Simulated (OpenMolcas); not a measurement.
**C5H12Si (vinyltrimethylsilane) at 6 levels**

Wanted: a comparison of 6 runs (B3LYP/6-31G*, BLYP/6-31G*, revPBE/6-31G*, MP2/6-31G*, CCSD(T)/6-31G*) of C5H12Si (vinyltrimethylsilane). 

Program for the calculation: OpenMolcas 26.06.

1 further run of the same task is left out (set aside as unsound or not needed).

**1. The molecule**

The species is C5H12Si (18 atoms), meant as a singlet with charge 0. SMILES: `C=C[Si](C)(C)C`. The coordinates come from a PBE0-D4/def2-TZVP relaxation. This is one conformer, not always the lowest.

Some bond lengths: C1–C2 1.330 Å, C2–Si3 1.869 Å, Si3–C4 1.873 Å, Si3–C5 1.875 Å, Si3–C6 1.875 Å, C1–H7 1.087 Å, C1–H8 1.087 Å, C2–H9 1.091 Å, C4–H10 1.093 Å, C4–H11 1.093 Å, C4–H12 1.093 Å, C5–H13 1.093 Å, C5–H14 1.094 Å, C5–H15 1.093 Å, C6–H16 1.093 Å, C6–H17 1.093 Å. Some angles: C1–C2–Si3 124.8°, C2–Si3–C4 109.7°, C2–Si3–C5 108.9°, C2–Si3–C6 108.9°, C4–Si3–C5 110.1°, C4–Si3–C6 110.1°, C5–Si3–C6 109.2°, C1–C2–H9 117.2°, Si3–C2–H9 118.0°, C2–C1–H7 122.5°.

**2. Energy and forces at B3LYP/6-31G(d) (spherical functions) (run 1)**

coord.xyz

```xyz
18

C     -2.463470    -0.560850     0.441110
C     -1.600000     0.041460    -0.372240
Si     0.250010     0.097990    -0.111240
C      0.693770    -0.817270     1.461280
C      0.791320     1.889350     0.012330
C      1.095130    -0.702450    -1.581740
H     -3.533840    -0.570330     0.252000
H     -2.138230    -1.076560     1.340760
H     -2.008990     0.536650    -1.254490
H      0.218540    -0.365270     2.335650
H      1.775050    -0.792910     1.621980
H      0.389440    -1.865980     1.413780
H      0.321910     2.383320     0.866720
H      1.875770     1.963820     0.132240
H      0.516990     2.446350    -0.887640
H      0.807560    -1.752570    -1.676110
H      0.825840    -0.197420    -2.513330
H      2.183160    -0.657310    -1.481070
```

mol.inp

```
&GATEWAY
  BasLib
  $CurrDir
  Coord
  coord.xyz
  Basis
  6-31Gs
  Group
  NoSym

&SEWARD
  GridInput
  Grid=UltraFine
  End of Grid

&SCF
  KSDFT
  B3LYP
  Thresholds
  1e-10 1e-07 1e-07 1e-05
  PrOrbitals
  0

&ALASKA
```

The basis set 6-31G* is read from a file made from the Basis Set Exchange's data (not shown).

Started as:

```
$ export MOLCAS_MEM=1860
$ pymolcas mol.inp > mol.log
```

The program printed:

```text
--- Start Module: gateway ---
[...]
--- Stop Module: gateway /rc=_RC_ALL_IS_WELL_ ---
[...]
      Basis functions          112
[...]
--- Start Module: scf ---
[...]
       Convergence after  14 Iterations
[...]
::    Total KS-DFT energy                            -487.2599279170
[...]
      Total spin, S                                     0.0000000000
[...]
      Total electronic charge=   56.000000
      Total            charge=   -0.000000
[...]
      Dipole Moment (debye):
      Origin of the operator (angstrom)=   -0.0955    0.0100   -0.0343
                   X=  1.4906E-01               Y=  1.1334E-02               Z=  1.0063E-02           Total=  1.4982E-01
      Quadrupole Moment (debye*angstrom):
[...]
--- Stop Module: scf /rc=_RC_ALL_IS_WELL_ ---
[...]
--- Start Module: alaska ---
[...]
 *              Molecular gradients               *
 **************************************************
  Irreducible representation: a
 ------------------------------------------------------------------------------------------
                              X                       Y                       Z
 ------------------------------------------------------------------------------------------
  C1                5.92918713353185E-03    3.58182757932113E-03   -4.67769465835222E-03
  C2               -3.35256804341055E-03   -3.67298946838579E-03    5.31038756698710E-03
  SI3               2.71262153800578E-03   -1.78782652457743E-04    8.15045402727865E-04
  C4               -1.27527906571867E-03    1.49108762017658E-03   -2.66464013959311E-03
  C5               -1.14640623540074E-03   -2.96347816695963E-03   -2.37080265697742E-04
  C6               -1.65436046769596E-03    1.32166060296779E-03    2.38396596858870E-03
  H7                2.25771689291854E-03    5.55391998835031E-04   -4.80163301963987E-04
  H8                5.44867831172469E-04    9.63697630947280E-04   -1.46214400296696E-03
[...]
--- Stop Module: alaska /rc=_RC_ALL_IS_WELL_ ---
[...]
```

It took 2.1 min on 1 thread of Arm Neoverse V1, shared host; peak memory 0.67 GiB.

**3. Energy and gradient at BLYP/6-31G(d) (spherical functions) (run 2)**

coord.xyz is that of step 2.

run.inp

```
>>> EXPORT MOLCAS_PRINT=2

&gateway
  baslib
  $CurrDir
  coord
  coord.xyz
  basis
  6-31Gs
  group
  NoSym

&seward
  gridinput
  Grid=UltraFine
  End of Grid

&scf
  ksdft
  BLYP
  thresholds
  1e-10 1e-07 1e-07 1e-05
  prorbitals
  1 2

&alaska
```

The basis set 6-31G* is read from a file made from the Basis Set Exchange's data (not shown).

Started as:

```
$ export MOLCAS_MEM=1860
$ pymolcas run.inp > run.log
```

The program printed:

```text
--- Start Module: gateway ---
[...]
--- Stop Module: gateway /rc=_RC_ALL_IS_WELL_ ---
[...]
      Basis functions          112
[...]
--- Start Module: scf ---
[...]
       Convergence after  15 Iterations
[...]
::    Total KS-DFT energy                            -487.0894760581
[...]
      Total spin, S                                     0.0000000000
[...]
      Total electronic charge=   56.000000
      Total            charge=   -0.000000
[...]
      Dipole Moment (debye):
      Origin of the operator (angstrom)=   -0.0955    0.0100   -0.0343
                   X=  2.0618E-01               Y=  2.6112E-02               Z= -3.0857E-03           Total=  2.0785E-01
      Quadrupole Moment (debye*angstrom):
[...]
--- Stop Module: scf /rc=_RC_ALL_IS_WELL_ ---
[...]
--- Start Module: alaska ---
[...]
 *              Molecular gradients               *
 **************************************************
  Irreducible representation: a
 ------------------------------------------------------------------------------------------
                              X                       Y                       Z
 ------------------------------------------------------------------------------------------
  C1                1.03132385586182E-02    6.30024715355315E-03   -8.25735998460164E-03
  C2               -9.03375715813182E-03   -6.37962619932564E-03    8.62127779895072E-03
  SI3               3.06181639669934E-03   -2.01370553641556E-04    9.16161936755089E-04
  C4               -1.15437589236222E-03    1.17990373421240E-03   -2.13670815029587E-03
  C5               -9.69266727633311E-04   -2.53098060218981E-03   -1.93343037996785E-04
  C6               -1.40332917618746E-03    1.12369165710469E-03    2.03989444419417E-03
  H7                7.31901820011949E-03    7.76653386404008E-04    1.28105074987728E-04
  H8               -5.75588774933244E-04    3.34330450062659E-03   -5.54032976374241E-03
[...]
--- Stop Module: alaska /rc=_RC_ALL_IS_WELL_ ---
[...]
```

Wall time 2.1 min (1 thread of Arm Neoverse V1, shared host); peak memory 0.67 GiB.

**4. Energy and forces at revPBE/6-31G(d) (spherical functions) (run 3)**

job.inp

```
* C5H12Si Kohn-Sham DFT

&GATEWAY
 BasLib=$CurrDir
 BasisSet
 C.6-31Gs....
 C1 -2.463470 -0.560850 0.441110 angstrom
 C2 -1.600000 0.041460 -0.372240 angstrom
 C4 0.693770 -0.817270 1.461280 angstrom
 C5 0.791320 1.889350 0.012330 angstrom
 C6 1.095130 -0.702450 -1.581740 angstrom
 End of Basis
 BasisSet
 Si.6-31Gs....
 Si3 0.250010 0.097990 -0.111240 angstrom
 End of Basis
 BasisSet
 H.6-31Gs....
 H7 -3.533840 -0.570330 0.252000 angstrom
 H8 -2.138230 -1.076560 1.340760 angstrom
 H9 -2.008990 0.536650 -1.254490 angstrom
 H10 0.218540 -0.365270 2.335650 angstrom
 H11 1.775050 -0.792910 1.621980 angstrom
 H12 0.389440 -1.865980 1.413780 angstrom
 H13 0.321910 2.383320 0.866720 angstrom
 H14 1.875770 1.963820 0.132240 angstrom
 H15 0.516990 2.446350 -0.887640 angstrom
 H16 0.807560 -1.752570 -1.676110 angstrom
 H17 0.825840 -0.197420 -2.513330 angstrom
 H18 2.183160 -0.657310 -1.481070 angstrom
 End of Basis

&SEWARD
 GridInput
 Grid=UltraFine
 End of Grid

&SCF
 KSDFT=revPBE
 Thresholds=1e-10 1e-07 1e-07 1e-05
 PrOrbitals=1 1

&ALASKA
```

The basis set 6-31G* is read from a file made from the Basis Set Exchange's data (not shown).

Started as:

```
$ export MOLCAS_MEM=1860
$ pymolcas job.inp > job.log
```

The program printed:

```text
--- Start Module: gateway ---
[...]
--- Stop Module: gateway /rc=_RC_ALL_IS_WELL_ ---
[...]
      Basis functions          112
[...]
--- Start Module: scf ---
[...]
       Convergence after  15 Iterations
[...]
::    Total KS-DFT energy                            -487.1050229832
[...]
      Total spin, S                                     0.0000000000
[...]
      Total electronic charge=   56.000000
      Total            charge=   -0.000000
[...]
      Dipole Moment (debye):
      Origin of the operator (angstrom)=   -0.0955    0.0100   -0.0343
                   X=  2.0420E-01               Y=  2.0318E-02               Z=  5.8967E-03           Total=  2.0529E-01
      Quadrupole Moment (debye*angstrom):
[...]
--- Stop Module: scf /rc=_RC_ALL_IS_WELL_ ---
[...]
--- Start Module: alaska ---
[...]
 *              Molecular gradients               *
 **************************************************
  Irreducible representation: a
 ------------------------------------------------------------------------------------------
                              X                       Y                       Z
 ------------------------------------------------------------------------------------------
  C1                1.09309946657135E-02    6.99209272465051E-03   -9.26289340678998E-03
  C2               -9.47127476480825E-03   -7.13811134277886E-03    9.76992512534736E-03
  C4               -1.25373904395953E-03    1.27257428267935E-03   -2.30891667123512E-03
  C5               -9.99071951808705E-04   -2.76932693146570E-03   -1.62387474697712E-04
  C6               -1.46911050720178E-03    1.19549105546701E-03    2.26247510232724E-03
  SI3               2.48029085904333E-03   -8.35874603519748E-05    6.13338369296168E-04
  H7                8.41035147951619E-03    6.85856752539821E-04    4.84331336798038E-04
  H8               -8.74572777979754E-04    3.86506205103831E-03   -6.44608489341136E-03
[...]
--- Stop Module: alaska /rc=_RC_ALL_IS_WELL_ ---
[...]
```

It took 2.2 min on 1 thread of Arm Neoverse V1, shared host; peak memory 0.67 GiB.

Runs 4 to 5 aren't shown in full; the table further down has their settings and results.

**5. The energy at CCSD(T)/6-31G(d) (Cholesky decomposition, spherical functions) (run 6)**

mol.xyz

```xyz
18

C     -2.463470    -0.560850     0.441110
C     -1.600000     0.041460    -0.372240
Si     0.250010     0.097990    -0.111240
C      0.693770    -0.817270     1.461280
C      0.791320     1.889350     0.012330
C      1.095130    -0.702450    -1.581740
H     -3.533840    -0.570330     0.252000
H     -2.138230    -1.076560     1.340760
H     -2.008990     0.536650    -1.254490
H      0.218540    -0.365270     2.335650
H      1.775050    -0.792910     1.621980
H      0.389440    -1.865980     1.413780
H      0.321910     2.383320     0.866720
H      1.875770     1.963820     0.132240
H      0.516990     2.446350    -0.887640
H      0.807560    -1.752570    -1.676110
H      0.825840    -0.197420    -2.513330
H      2.183160    -0.657310    -1.481070
```

test.input

```
&gateway
  baslib
  $CurrDir
  coord
  mol.xyz
  basis
  6-31Gs
  group
  NoSym

&seward
  high

&scf
  thresholds
  1e-10 1e-07 1e-07 1e-05
  prorbitals
  0

&chcc
  frozen
  10
  threshold
  1e-08
  maxiterations
  80

&cht3
  frozen
  10
```

The basis set 6-31G* is read from a file made from the Basis Set Exchange's data (not shown).

Started as:

```
$ export MOLCAS_MEM=1860
$ pymolcas test.input > test.log
```

The program printed:

```text
--- Start Module: gateway ---
[...]
--- Stop Module: gateway /rc=_RC_ALL_IS_WELL_ ---
[...]
      Basis functions          112
[...]
       Convergence after  13 Iterations
[...]
::    Total SCF energy                               -485.2510151729
[...]
      Total spin, S                                     0.0000000000
[...]
      Total electronic charge=   56.000000
      Total            charge=   -0.000000
[...]
      Dipole Moment (debye):
      Origin of the operator (angstrom)=   -0.0955    0.0100   -0.0343
                   X= -4.1063E-02               Y= -4.0741E-02               Z=  5.8527E-02           Total=  8.2288E-02
      Quadrupole Moment (debye*angstrom):
[...]
--- Start Module: chcc ---
[...]
--- Stop Module: chcc /rc=_RC_ALL_IS_WELL_ ---
[...]
--- Start Module: cht3 ---
[...]
--- Stop Module: cht3 /rc=_RC_ALL_IS_WELL_ ---
[...]
```

Run time: 17 min. Hardware: 1 thread of Arm Neoverse V1, shared host; peak memory 0.3 GiB.

**6. Overview of the runs**

```
run                                                         level  Cartesian functions      task  energy (Eh)  dipole moment (D) of the reference  HOMO energy (eV)  LUMO energy (eV)  wall time
  1                            B3LYP/6-31G* (spherical functions)                   no  gradient  -487.259928                                0.15             -7.04              0.20    2.1 min
  2                             BLYP/6-31G* (spherical functions)                   no  gradient  -487.089476                                0.21             -5.91             -0.43    2.1 min
  3                           revPBE/6-31G* (spherical functions)                   no  gradient  -487.105023                                0.21             -6.07             -0.56    2.2 min
  4                            B3LYP/6-31G* (Cartesian functions)                  yes  gradient  -487.265479                                0.15             -7.05              0.20    2.2 min
  5                              MP2/6-31G* (spherical functions)                   no    energy  -485.973415                                0.08             -9.89              4.29       15 s
  6  CCSD(T)/6-31G* (Cholesky decomposition, spherical functions)                   no    energy  -486.075225                                0.08             -9.89              4.29     17 min
```

**7. What came out**

| quantity | value |
| --- | --- |
| run 6: total energy | -486.07523 Eh |
| run 6: dipole moment (mean-field density) | 0.08 D |
| run 6: HOMO energy (Hartree–Fock orbitals) | -9.89 eV |
| run 6: LUMO energy (Hartree–Fock orbitals) | 4.29 eV |
| run 6: HOMO–LUMO gap (Hartree–Fock orbitals) | 14.18 eV |
| run 6: correlation energy (10 core orbitals frozen) | -824.2 mEh |
| run 6: (T) correction | -24.16 mEh |

**Reading.** Over runs 1, 2, 3, 4 the dipole moment (its size) runs from 0.15 D (B3LYP/6-31G*) to 0.21 D (BLYP/6-31G*). Over runs 1, 2, 3, 4 the HOMO–LUMO gap runs from 5.48 eV (BLYP/6-31G*) to 7.25 eV (B3LYP/6-31G*). Totals of different functionals can't be ranked against each other. All runs together took 26 min, the longest 17 min.
